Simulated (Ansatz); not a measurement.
**CH₈BGaGe: taking an electron away**

Aim: the vertical ionisation energy of CH₈BGaGe, as cation minus neutral at the neutral's geometry, on several levels, and how well −ε(HOMO) stands in for it.

The runs use Ansatz 0.2.0, Gaussian basis; unrestricted cation, the program's frozen cores in correlated methods.

Plan: UKS PBE-D4/def2-TZVPP; UKS r2SCAN-D4/def2-TZVPP; UKS PBE0-D4/def2-TZVPP; UKS B3LYP-D4/def2-TZVPP; UKS wB97X-V/def2-TZVPP; UKS wB97M-V/def2-TZVPP; UKS B2PLYP/def2-TZVPP; UHF-CCSD(T)/def2-TZVPP; UHF-MP2/def2-QZVPP; extrapolation to the limit; then −ε(HOMO) from the neutral's earlier runs with LDA (SPW92), PBE-D4, revPBE-D4, BLYP-D4, r2SCAN-D4, B97M-V, PBE0-D4, B3LYP-D4, r2SCANh-D4, r2SCAN0-D4, HSE06-D4, BHLYP-D4, CAM-B3LYP-D4, LC-ωPBE, ωB97X-V, ωB97M-V.

### 1 Structure used throughout

An earlier PBE0-D4 in a triple-zeta def2 set relaxation fixed the geometry.

SMILES `[BH2][GaH][GeH2][CH3]`, 12 atoms, charge 0, spin multiplicity 1.

Atoms are counted from 1 here; the program's logs count them from 0.

Bond lengths: B1–Ga2 2.059 Å, B1–H5 1.199 Å, B1–H6 1.199 Å, Ga2–Ge3 2.461 Å, Ga2–H7 1.578 Å, Ge3–C4 1.964 Å, Ge3–H8 1.547 Å, Ge3–H9 1.548 Å, C4–H10 1.091 Å, C4–H11 1.091 Å, C4–H12 1.091 Å. Angles: Ga2–B1–H5 122.0°, Ga2–B1–H6 121.9°, H5–B1–H6 116.0°, B1–Ga2–Ge3 121.3°, B1–Ga2–H7 123.0°, Ge3–Ga2–H7 115.7°, Ga2–Ge3–C4 114.1°, Ga2–Ge3–H8 110.5°, Ga2–Ge3–H9 108.9°, C4–Ge3–H8 108.7°, C4–Ge3–H9 108.5°, H8–Ge3–H9 105.6°, Ge3–C4–H10 110.4°, Ge3–C4–H11 110.2°, Ge3–C4–H12 110.1°, H10–C4–H11 108.8°, H10–C4–H12 108.9°, H11–C4–H12 108.5°.

### 2 Cation, UKS PBE-D4/def2-TZVPP

File in.yaml:

```yaml
crystal:
  periodic: [false, false, false]
  atoms:
    - {symbol: B, position_ang: [-0.893483, 2.955488, 0.649904]}
    - {symbol: Ga, position_ang: [0.373846, 1.350295, 0.412806]}
    - {symbol: Ge, position_ang: [-0.446832, -0.813952, -0.422121]}
    - {symbol: C, position_ang: [0.874595, -2.263700, -0.329811]}
    - {symbol: H, position_ang: [-1.118719, 3.724721, -0.241297]}
    - {symbol: H, position_ang: [-1.488933, 3.147334, 1.672379]}
    - {symbol: H, position_ang: [1.917244, 1.418016, 0.736556]}
    - {symbol: H, position_ang: [-1.714392, -1.248585, 0.350638]}
    - {symbol: H, position_ang: [-0.892849, -0.647829, -1.895157]}
    - {symbol: H, position_ang: [0.454500, -3.186198, -0.732734]}
    - {symbol: H, position_ang: [1.173098, -2.436379, 0.704787]}
    - {symbol: H, position_ang: [1.761904, -1.999191, -0.905951]}
basis:
  gaussian: {orbitals: def2-TZVPP}
total_charge: 1
magnetization: {spin_polarized: true, initial_magnetization: 1}
hamiltonian: {xc: pbe, dispersion: d4}
```

Launch:

```bash
ansatz run in.yaml --threads 2 --pin off --events-out ev --progress --plain --max-ram 32768MiB --backend cpu
```

The program printed:

```text
Functional definition: PBE
  name "PBE"
  cite "Perdew, Burke & Ernzerhof, Phys. Rev. Lett. 77, 3865 (1996) doi:10.1103/PhysRevLett.77.3865"
  parent pbe
  parameter kappa = 0.804
  parameter beta = 0.06672455060314922
  exchange = pbe_x(kappa = kappa, mu = beta*pi^2/3)
  correlation = pbe_c(beta = beta)
1547 factors; their error is unknown
mean field evaluation 1: about -110693.3657 eV, gradient 6.4e1 eV
mean field evaluation 2: about -110576.7081 eV, gradient 1.2e2 eV
mean field evaluation 4: about -110705.8692 eV, gradient 2.7e1 eV
mean field evaluation 8: about -110711.3538 eV, gradient 7.0e-1 eV
mean field evaluation 16: about -110711.3197 eV, gradient 4.5e-3 eV
mean field evaluation 32: about -110711.2386 eV, gradient 2.8e0 eV
mean field -110711.31966551 eV, -4068.5659548798 hartree, gradient 6.5e-5 eV, S^2 0.754720; 3 other end points of the search recorded, 0 dependent functions left out
reference -110711.31972010 eV, -4068.5659568858 hartree; 41, 40 occupied and 229, 230 virtual orbitals, 1547 factors
Total energy: -110711.52599176 eV, -4068.5735372295 hartree
```

It took 11 s on 2 threads of AMD EPYC 7R13, shared host.

The neutral molecule at this level: -110720.1339 eV. Difference: 8.608 eV. ⟨S²⟩ = 0.755.

### 3 Cation, UKS r2SCAN-D4/def2-TZVPP

Changes to in.yaml since step 2:

```diff
@@ -19,2 +19,2 @@
 magnetization: {spin_polarized: true, initial_magnetization: 1}
-hamiltonian: {xc: pbe, dispersion: d4}
+hamiltonian: {xc: r2scan, dispersion: d4}
```

Launched as before.

The program printed:

```text
Functional definition: r2SCAN
  name "r2SCAN"
  cite "Furness, Kaplan, Ning, Perdew & Sun, J. Phys. Chem. Lett. 11, 8208 (2020) doi:10.1021/acs.jpclett.0c02405"
  cite "Furness, Kaplan, Ning, Perdew & Sun, J. Phys. Chem. Lett. 11, 9248 (2020) doi:10.1021/acs.jpclett.0c03077"
  parent r2scan
  parameter k0 = 0.174
  parameter k1 = 0.065
  parameter a1 = 4.9479
  exchange = r2scan_x(k0 = k0, k1 = k1, a1 = a1)
  correlation = r2scan_c
1547 factors; their error is unknown
mean field evaluation 1: about -110714.9267 eV, gradient 5.6e1 eV
mean field evaluation 2: about -110615.5279 eV, gradient 1.0e2 eV
mean field evaluation 4: about -110725.6973 eV, gradient 2.1e1 eV
mean field evaluation 8: about -110729.1526 eV, gradient 5.7e-1 eV
mean field evaluation 16: about -110729.1210 eV, gradient 3.3e-3 eV
mean field -110729.12098724 eV, -4069.2201413873 hartree, gradient 7.9e-5 eV, S^2 0.763244; 2 other end points of the search recorded, 0 dependent functions left out
reference -110729.12100667 eV, -4069.2201421011 hartree; 41, 40 occupied and 229, 230 virtual orbitals, 1547 factors
Total energy: -110729.17034583 eV, -4069.2219552817 hartree
```

Run time: 20 s. Hardware: 2 threads of AMD EPYC 7R13, shared host.

The neutral molecule at this level: -110737.8419 eV. Difference: 8.672 eV. ⟨S²⟩ = 0.763.

### 4 Cation, UKS PBE0-D4/def2-TZVPP

Changes to in.yaml since step 3:

```diff
@@ -19,2 +19,2 @@
 magnetization: {spin_polarized: true, initial_magnetization: 1}
-hamiltonian: {xc: r2scan, dispersion: d4}
+hamiltonian: {xc: pbe0, dispersion: d4}
```

The command is unchanged.

The program printed:

```text
Functional definition: PBE0
  name "PBE0"
  cite "Adamo & Barone, J. Chem. Phys. 110, 6158 (1999) doi:10.1063/1.478522"
  cite "Perdew, Burke & Ernzerhof, Phys. Rev. Lett. 77, 3865 (1996) doi:10.1103/PhysRevLett.77.3865"
  parent pbe
  parameter a = 0.25
  parameter kappa = 0.804
  parameter beta = 0.06672455060314922
  exchange = (1 - a)*pbe_x(kappa = kappa, mu = beta*pi^2/3) + a*exact_x
  correlation = pbe_c(beta = beta)
1635 factors; their error is unknown
mean field evaluation 1: about -110702.7477 eV, gradient 4.9e1 eV
mean field evaluation 2: about -110690.0036 eV, gradient 6.3e1 eV
mean field evaluation 4: about -110713.6710 eV, gradient 5.3e0 eV
mean field evaluation 8: about -110713.8702 eV, gradient 2.5e-1 eV
mean field evaluation 16: about -110714.3182 eV, gradient 3.3e-3 eV
mean field -110714.31815945 eV, -4068.6761474997 hartree, gradient 1.8e-5 eV, S^2 0.761662; 2 other end points of the search recorded, 0 dependent functions left out
reference -110714.31820014 eV, -4068.6761489948 hartree; 41, 40 occupied and 229, 230 virtual orbitals, 1635 factors
Total energy: -110714.49550450 eV, -4068.6826648101 hartree
```

It took 20 s on 2 threads of AMD EPYC 7R13, shared host; peak memory 1.2 GiB.

Less the neutral's -110723.2601 eV (earlier run), this gives 8.765 eV. ⟨S²⟩ = 0.762.

### 5 Cation, UKS B3LYP-D4/def2-TZVPP

Changes to in.yaml since step 4:

```diff
@@ -19,2 +19,2 @@
 magnetization: {spin_polarized: true, initial_magnetization: 1}
-hamiltonian: {xc: pbe0, dispersion: d4}
+hamiltonian: {xc: {name: B3LYP}, dispersion: d4}
```

The command is unchanged.

The program printed (excerpt; [...] marks lines left out):

```text
Functional definition: B3LYP
  name "B3LYP"
  cite "Stephens, Devlin, Chabalowski & Frisch, J. Phys. Chem. 98, 11623 (1994) doi:10.1021/j100096a001"
  cite "Becke, Phys. Rev. A 38, 3098 (1988) doi:10.1103/PhysRevA.38.3098"
  cite "Lee, Yang & Parr, Phys. Rev. B 37, 785 (1988) doi:10.1103/PhysRevB.37.785"
  cite "Vosko, Wilk & Nusair, Can. J. Phys. 58, 1200 (1980) doi:10.1139/p80-159"
[...]
1613 factors; their error is unknown
[...]
mean field -110733.94774413 eV, -4069.3975214312 hartree, gradient 6.1e-5 eV, S^2 0.757978; 2 other end points of the search recorded, 0 dependent functions left out
reference -110733.94807560 eV, -4069.3975336125 hartree; 41, 40 occupied and 229, 230 virtual orbitals, 1613 factors
Total energy: -110734.28381502 eV, -4069.4098718085 hartree
```

It took 18 s on 2 threads of AMD EPYC 7R13, shared host; peak memory 1.1 GiB.

The neutral molecule at this level: -110743.0797 eV. Difference: 8.796 eV. ⟨S²⟩ = 0.758.

### 6 Cation, UKS wB97X-V/def2-TZVPP

Changes to in.yaml since step 5:

```diff
@@ -19,2 +19,2 @@
 magnetization: {spin_polarized: true, initial_magnetization: 1}
-hamiltonian: {xc: {name: B3LYP}, dispersion: d4}
+hamiltonian: {xc: {name: wB97X-V}}
```

Launched as before.

The program printed (excerpt; [...] marks lines left out):

```text
Functional definition: wB97X-V
  name "wB97X-V"
  cite "Mardirossian & Head-Gordon, Phys. Chem. Chem. Phys. 16, 9904 (2014) doi:10.1039/C3CP54374A"
  cite "Becke, J. Chem. Phys. 107, 8554 (1997) doi:10.1063/1.475007"
  cite "Vydrov & Van Voorhis, J. Chem. Phys. 133, 244103 (2010) doi:10.1063/1.3521275"
[...]
      + integral(e_c_pw_opposite_spin*poly(b97_u_opposite, cos0, cos1)) + vv10(b, c)
1613 factors; their error is unknown
393 factors; integrals over basis functions are off by at most 8.9e-6 eV
[...]
mean field -110720.27275850 eV, -4068.8949749784 hartree, gradient 5.2e-5 eV, S^2 0.764945; 2 other end points of the search recorded, 0 dependent functions left out
reference -110720.27275589 eV, -4068.8949748828 hartree; 41, 40 occupied and 229, 230 virtual orbitals, 1613 factors
Total energy: -110720.27275589 eV, -4068.8949748828 hartree
```

Wall time 36 s (2 threads of AMD EPYC 7R13, shared host); peak memory 1.5 GiB.

The neutral molecule at this level: -110729.1771 eV. Difference: 8.904 eV. ⟨S²⟩ = 0.765.

### 7 Cation, UKS wB97M-V/def2-TZVPP

Changes to in.yaml since step 6:

```diff
@@ -19,2 +19,2 @@
 magnetization: {spin_polarized: true, initial_magnetization: 1}
-hamiltonian: {xc: {name: wB97X-V}}
+hamiltonian: {xc: {name: wB97M-V}}
```

The command is unchanged.

The program printed (excerpt; [...] marks lines left out):

```text
Functional definition: wB97M-V
  name "wB97M-V"
  cite "Mardirossian & Head-Gordon, J. Chem. Phys. 144, 214110 (2016) doi:10.1063/1.4952647"
  cite "Becke, J. Chem. Phys. 107, 8554 (1997) doi:10.1063/1.475007"
  cite "Vydrov & Van Voorhis, J. Chem. Phys. 133, 244103 (2010) doi:10.1063/1.3521275"
  # Of w^i u^j: cxij and so on, Table III.
[...]
  gx(w, u) = 1 - cx + cx01*u + cx10*w
  gss(w, u) = css00 + css04*u^4 + css10*w + css20*w^2 + css43*w^4*u^3
  gos(w, u) = cos00 + cos10*w + (cos20 + cos21*u)*w^2 + (cos60 + cos61*u)*w^6
[...]
      + integral(e_c_pw_mod_opposite_spin*gos(b97_w_opposite, b97_u_opposite)) + vv10(b, c)
1610 factors; their error is unknown
393 factors; integrals over basis functions are off by at most 8.9e-6 eV
[...]
mean field -110723.08511816 eV, -4068.9983272898 hartree, gradient 2.6e-5 eV, S^2 0.759020; 2 other end points of the search recorded, 0 dependent functions left out
reference -110723.08518264 eV, -4068.9983296594 hartree; 41, 40 occupied and 229, 230 virtual orbitals, 1610 factors
Total energy: -110723.08518264 eV, -4068.9983296594 hartree
```

Run time: 44 s. Hardware: 2 threads of AMD EPYC 7R13, shared host; peak memory 1.6 GiB.

The neutral molecule at this level: -110731.9692 eV. Difference: 8.884 eV. ⟨S²⟩ = 0.759.

### 8 Cation, UKS B2PLYP (frozen core)/def2-TZVPP

Changes to in.yaml since step 7:

```diff
@@ -19,2 +19,2 @@
 magnetization: {spin_polarized: true, initial_magnetization: 1}
-hamiltonian: {xc: {name: wB97M-V}}
+hamiltonian: {xc: {name: B2PLYP}}
```

Same command.

The program printed (excerpt; [...] marks lines left out):

```text
Functional definition: B2PLYP
  name "B2PLYP"
  cite "Grimme, J. Chem. Phys. 124, 034108 (2006) doi:10.1063/1.2148954"
  cite "Becke, Phys. Rev. A 38, 3098 (1988) doi:10.1103/PhysRevA.38.3098"
  cite "Lee, Yang & Parr, Phys. Rev. B 37, 785 (1988) doi:10.1103/PhysRevB.37.785"
[...]
1616 factors; integrals over basis functions are off by at most 9.8e-4 eV
[...]
mean field -110702.10035950 eV, -4068.2271516329 hartree, gradient 9.3e-6 eV, S^2 0.770840; 3 other end points of the search recorded, 0 dependent functions left out
20 core orbitals not correlated: weight in the atoms' cores, before any rotation towards them, 1.000 or more for the frozen orbitals, at most 0.000 for the correlated occupied ones
reference -110702.10056941 eV, -4068.2271593470 hartree; 21, 20 occupied and 229, 230 virtual orbitals, 1616 factors
second order -24.88575268 eV of doubles, -0.00000000 eV of singles
Total energy: -110708.81972263 eV, -4068.4740836736 hartree
```

It took 30 s on 2 threads of AMD EPYC 7R13, shared host; peak memory 1.2 GiB.

The neutral molecule at this level: -110717.6103 eV. Difference: 8.791 eV. ⟨S²⟩ = 0.771.

### 9 Cation, UHF-CCSD(T)/def2-TZVPP

Changes to in.yaml since step 8:

```diff
@@ -19,2 +19,3 @@
 magnetization: {spin_polarized: true, initial_magnetization: 1}
-hamiltonian: {xc: {name: B2PLYP}}
+correlation: {method: ccsd_t}
+scf: {omitted_lower_state_checks: [cluster_reference]}
```

Launch:

```bash
ansatz run in.yaml --threads 2 --pin off --events-out ev --progress --plain --max-ram 32768MiB --backend cuda --devices 0, --max-vram 18GiB
```

The program printed (excerpt; [...] marks lines left out):

```text
Functional definition: HF
  name "HF"
  cite "Fock, Z. Phys. 61, 126 (1930) doi:10.1007/BF01340294"
  parent pbe
[...]
1616 factors; integrals over basis functions are off by at most 9.8e-4 eV
[...]
mean field -110628.20372723 eV, -4065.5115004861 hartree, gradient 2.6e-6 eV, S^2 0.799403; 4 other end points of the search recorded, 0 dependent functions left out
20 core orbitals not correlated: weight in the atoms' cores, before any rotation towards them, 1.000 or more for the frozen orbitals, at most 0.000 for the correlated occupied ones
reference -110628.20372723 eV, -4065.5115004861 hartree; 21, 20 occupied and 229, 230 virtual orbitals, 1616 factors
second order -20.19473060 eV of doubles, -0.00000000 eV of singles
cycle   1  -20.50101461 eV  change   -3.1e-1 eV  update   1.2e-1
[...]
cycle  14  -21.41626215 eV  change   -2.6e-5 eV  update   3.2e-5
perturbative correction -0.80879289 eV, -0.0297225903 hartree
Total energy: -110650.42878227 eV, -4066.3282561939 hartree
Checks for a lower state left out: cluster_reference
```

Run time: 24 s. Hardware: 1 × H100 (card shared with other runs) with 2 threads of AMD EPYC 7R13, shared host; peak host memory 0.89 GiB.

The neutral molecule at this level: -110659.3614 eV. Difference: 8.933 eV. ⟨S²⟩ = 0.799. T1 = 0.015 (report).

### 10 Cation, UHF-MP2/def2-QZVPP

Changes to in.yaml since step 9:

```diff
@@ -16,6 +16,6 @@
 basis:
-  gaussian: {orbitals: def2-TZVPP}
+  gaussian: {orbitals: "def2-QZVPP.json"}
 total_charge: 1
 magnetization: {spin_polarized: true, initial_magnetization: 1}
-correlation: {method: ccsd_t}
+correlation: {method: mp2}
 scf: {omitted_lower_state_checks: [cluster_reference]}
```

Launched as before.

The program printed (excerpt; [...] marks lines left out):

```text
Functional definition: HF
  name "HF"
  cite "Fock, Z. Phys. 61, 126 (1930) doi:10.1007/BF01340294"
  parent pbe
[...]
3266 factors; integrals over basis functions are off by at most 8.1e-4 eV
[...]
mean field -110630.54226414 eV, -4065.5974401323 hartree, gradient 2.3e-6 eV, S^2 0.798986; 4 other end points of the search recorded, 0 dependent functions left out
20 core orbitals not correlated: weight in the atoms' cores, before any rotation towards them, 1.000 or more for the frozen orbitals, at most 0.000 for the correlated occupied ones
reference -110630.54226414 eV, -4065.5974401323 hartree; 21, 20 occupied and 491, 492 virtual orbitals, 3266 factors
second order -34.52584728 eV of doubles, -0.00000000 eV of singles
Total energy: -110665.06811142 eV, -4066.8662416175 hartree
Checks for a lower state left out: cluster_reference
```

It took 14 s on 1 × H100 (card shared with other runs) with 2 threads of AMD EPYC 7R13, shared host; peak host memory 1.2 GiB.

The neutral molecule at this level: -110674.0776 eV. Difference: 9.009 eV. ⟨S²⟩ = 0.799.

### 11 Extrapolating to the complete basis

No new run: Hartree-Fock is extrapolated as exp(−7.88√X) and correlation as X^−2.97, with X = 3 and 4; only MP2 was run in the larger set, so CCSD(T) minus MP2 is added from the smaller one.

```
  level  energy at the limit (eV)
     HF              -110630.8644
    MP2              -110676.0059
   CCSD              -110677.2274
CCSD(T)              -110678.0362
```

This is no true limit for total energies: MP2 correlation changes by a factor of 1.71 from triple to quadruple zeta (about 1.07 in light molecules), because outer-core shells are correlated in sets not made for them. Much of that cancels between molecule and atoms or ions.

The neutral's limit, from its own earlier runs, is -110687.0526 eV in the additive form (MP2 limit plus CCSD(T) minus MP2 in triple zeta), in which the cation has -110678.0362 eV.

### 12 Ionisation energies side by side

Differences are taken before rounding.

| method | ionisation energy (eV) | from CCSD(T)/CBS (eV) | time |
| --- | --- | --- | --- |
| PBE-D4 | 8.61 | -0.41 | 16 s |
| r2SCAN-D4 | 8.67 | -0.34 | 29 s |
| PBE0-D4 | 8.76 | -0.25 | 27 s |
| B3LYP-D4 | 8.80 | -0.22 | 30 s |
| ωB97X-V | 8.90 | -0.11 | 52 s |
| ωB97M-V | 8.88 | -0.13 | 69 s |
| B2PLYP | 8.79 | -0.23 | 42 s |
| HF/def2-TZVPP | 8.12 | -0.89 |  |
| MP2/def2-TZVPP | 8.97 | -0.05 |  |
| CCSD/def2-TZVPP | 8.91 | -0.10 |  |
| CCSD(T)/def2-TZVPP | 8.93 | -0.08 | 37 s (GPU) |
| CCSD(T)/CBS | 9.02 | 0 | 77 s (GPU) |

Some runs used a GPU and others CPU threads alone; cost is compared among the CPU runs only.

Among the levels timed on like hardware, those that no quicker one beats, quickest first: PBE-D4 (16 s, -0.41 eV); PBE0-D4 (27 s, -0.25 eV); B3LYP-D4 (30 s, -0.22 eV); ωB97X-V (52 s, -0.11 eV).

Times add the cation's run and the neutral's; HF, MP2 and CCSD come out of the CCSD(T) runs.

Orbital estimates, from the neutral's runs:

| functional | −ε(HOMO) (eV) | by energy difference (eV) |
| --- | --- | --- |
| LDA (SPW92) | 6.07 |  |
| PBE-D4 | 5.94 | 8.61 |
| revPBE-D4 | 5.88 |  |
| BLYP-D4 | 5.78 |  |
| r2SCAN-D4 | 6.16 | 8.67 |
| B97M-V | 6.22 |  |
| PBE0-D4 | 6.94 | 8.76 |
| B3LYP-D4 | 6.74 | 8.80 |
| r2SCANh-D4 | 6.53 |  |
| r2SCAN0-D4 | 7.08 |  |
| HSE06-D4 | 6.55 |  |
| BHLYP-D4 | 7.82 |  |
| CAM-B3LYP-D4 | 8.14 |  |
| LC-ωPBE | 9.41 |  |
| ωB97X-V | 9.09 | 8.90 |
| ωB97M-V | 8.92 | 8.88 |

### 13 What came out

| quantity | value |
| --- | --- |
| ionisation energy, CCSD(T)/CBS | 9.02 eV |
| nearest functional by difference | ωB97X-V (-0.11 eV) |
| nearest −ε(HOMO) | ωB97X-V (+0.07 eV) |
| −ε(HOMO) of PBE | 5.94 eV |
| T1 of the cation | 0.015 |

By cation minus neutral, the functionals miss by 0.41 eV at most. −ε(HOMO) of PBE misses by 3.1 eV, since self-interaction lifts the level. Among orbital estimates ωB97X-V comes nearest. Hartree-Fock falls 0.89 eV short, as the neutral has more correlation energy than the cation. The cation may have settled in a state other than its lowest; no search over hole states beyond the program's own was made. Correlated methods include outer-core shells of Ga, Ge, which these sets cover unevenly. With outer-core shells in play the reference is unsure by up to some tenths of an eV, so close misses can't be ranked.

For cost: ωB97X-V gets within 0.11 eV in 52 s; the quickest level in the cost chart, PBE-D4, takes 16 s and misses by 0.41 eV.
